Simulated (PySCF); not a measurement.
# NBrO (SMILES O=NBr): CCSDT/STO-3G

What is the vertical ionisation energy of NBrO at CCSDT/STO-3G? Input form: a Python script.

The results are computed with PySCF 2.14.0.

6 further runs of the same task are left out: 6 set aside as unsound or not needed.

### Step 1. The structure to begin with

NBrO: 3 atoms, total charge 0, spin state singlet. As SMILES, `O=NBr`. The shape is that of a PBE0-D4/def2-TZVP optimisation.

Bond lengths: O1–N2 1.126 Å, N2–Br3 2.117 Å. Angles: O1–N2–Br3 114.9°.

### Step 2. The energy at CCSDT/STO-3G

The input, input.py:

```python
from pyscf import gto, scf, cc

mol = gto.Mole()
mol.atom = [
    ('O', (0.941780, -0.646800, 0.448530)),
    ('N', (-0.044940, -0.636480, -0.092930)),
    ('Br', (-0.896840, 1.283280, -0.355590)),
]
mol.basis = 'sto-3g'
mol.max_memory = 1860
mol.spin = 0
mol.verbose = 4
mol.build()

mf = scf.RHF(mol)
mf.conv_tol = 1e-10
mf.kernel()
if not mf.converged:
    mf = mf.newton().run(mf.mo_coeff, mf.mo_occ)

mycc = cc.CCSDT(mf, frozen=11)
mycc.kernel()
e_tot = mycc.e_tot
print(f'total energy: {e_tot:.8f} hartree')
```

Run with:

```
OMP_NUM_THREADS=1 python input.py
```

Log:

```text
PySCF version 2.14.0

[INPUT] num. atoms = 3
[INPUT] num. electrons = 50
[INPUT] charge = 0
[INPUT] spin (= nelec alpha-beta = 2S) = 0
[INPUT] symmetry False subgroup None
[INPUT] Mole.unit = angstrom
[INPUT] Symbol           X                Y                Z      unit          X                Y                Z       unit  Magmom
[INPUT]  1 O      0.941780000000  -0.646800000000   0.448530000000 AA    1.779706269593  -1.222274857369   0.847598858651 Bohr   0.0
[INPUT]  2 N     -0.044940000000  -0.636480000000  -0.092930000000 AA   -0.084924292038  -1.202772883763  -0.175612248756 Bohr   0.0
[INPUT]  3 Br    -0.896840000000   1.283280000000  -0.355590000000 AA   -1.694781977555   2.425047741132  -0.671967712634 Bohr   0.0

nuclear repulsion = 140.795785586863
number of shells = 14
number of NR pGTOs = 84
number of NR cGTOs = 28
basis = sto-3g
ecp = {}

[... 43 lines left out ...]
converged SCF energy = -2672.14257085671
[... 16 lines left out ...]
WARN: A large `blksize` is being used, which may cause large memory consumption
[... 12 lines left out ...]
Init t2, MP2 energy = -2672.290401720243  E_corr(MP2) -0.147830863535
[... 20 lines left out ...]
RCCSDT converged
[... 3 lines left out ...]
total energy: -2672.31823942 hartree
```

It took 2.3 s on 1 thread of Arm Neoverse V2, shared host; peak memory 0.11 GiB.

### Step 3. The doublet cation

The input, calc.py:

```python
from pyscf import gto, cc

molecule = gto.M(
    atom='''
O      1.779706    -1.222275     0.847599
N     -0.084924    -1.202773    -0.175612
Br    -1.694782     2.425048    -0.671968
''',
    spin=1,
    max_memory=1860,
    charge=1,
    verbose=3,
    basis='sto-3g',
    unit='bohr',
)

mf = molecule.UHF()
mf.conv_tol = 1e-10
mf.kernel()
if not mf.converged:
    mf = mf.newton().run(mf.mo_coeff, mf.mo_occ)

mycc = cc.CCSDT(mf, frozen=11)
mycc.kernel()
etot = mycc.e_tot
print('E(%s) = %.9f' % ('CCSDT', etot))
```

Run with:

```
OMP_NUM_THREADS=1 python calc.py
```

Log:

```text
SCF not converged.
SCF energy = -2671.87461824519 after 50 cycles  <S^2> = 1.1038227  2S+1 = 2.3270778
converged SCF energy = -2671.88106124639  <S^2> = 1.0364771  2S+1 = 2.2684595
_make_eris_incore_UCCSDT

WARN: A large `blksize_v_aaa` is being used, which may cause large memory consumption
      for storing contraction intermediates. If memory is sufficient, consider using
      `pyscf.cc.uccsdt_highm.UCCSDT` instead.

WARN: A large `blksize_v_aab` is being used, which may cause large memory consumption
      for storing contraction intermediates. If memory is sufficient, consider using
      `pyscf.cc.uccsdt_highm.UCCSDT` instead.

UCCSDT converged
E(UCCSDT) = -2672.055750136079   E_corr = -0.1746888896840666
E_corr(same-spin) = -0.0327009835237248
E_corr(oppo-spin) = -0.141987906160342
E(CCSDT) = -2672.055750136
```

Run time: 7.5 s. Hardware: 1 thread of Arm Neoverse V2, shared host; peak memory 0.13 GiB.

### Step 4. Summary of results

At CCSDT/STO-3G, 11 core orbitals frozen:

| quantity | value |
| --- | --- |
| singlet NBrO: total energy | -2672.31824 Eh |
| singlet NBrO: dipole moment (Hartree–Fock density) | 1.68 D |
| singlet NBrO: HOMO energy (Hartree–Fock orbitals) | -7.96 eV |
| singlet NBrO: LUMO energy (Hartree–Fock orbitals) | 4.75 eV |
| singlet NBrO: HOMO–LUMO gap (Hartree–Fock orbitals) | 12.71 eV |
| singlet NBrO: correlation energy (11 core orbitals frozen) | -175.7 mEh |
| singlet NBrO: T1 diagnostic | 0.017 |
| doublet cation: total energy | -2672.05575 Eh |
| doublet cation: HOMO energy (Hartree–Fock orbitals) (highest over α and β) | -17.05 eV |
| doublet cation: LUMO energy (Hartree–Fock orbitals) (lowest over α and β) | -6.37 eV |
| doublet cation: correlation energy (11 core orbitals frozen) | -174.7 mEh |
| doublet cation: ⟨S²⟩ of the reference determinant | 1.036 |
| doublet cation: T1 diagnostic | 0.064 |
| vertical ionisation energy (to the doublet cation) | 7.143 eV |

**Reading.** Removing an electron at fixed nuclei costs 7.14 eV (165 kcal/mol). In a minimal basis such a difference can be off by several eV, whatever the method. Mulliken charges (singlet NBrO) of the mean-field density run from -0.12 on Br3 to +0.14 on N2. ⟨S²⟩ (doublet cation) is 1.04 where a pure doublet has 0.75: the reference is spin-contaminated. The T1 diagnostic (doublet cation) of 0.064 is above the customary mark for such species, so a single reference may not serve. Mulliken charges (doublet cation) of the mean-field density run from +0.14 on O1 to +0.59 on Br3; they depend strongly on the basis.
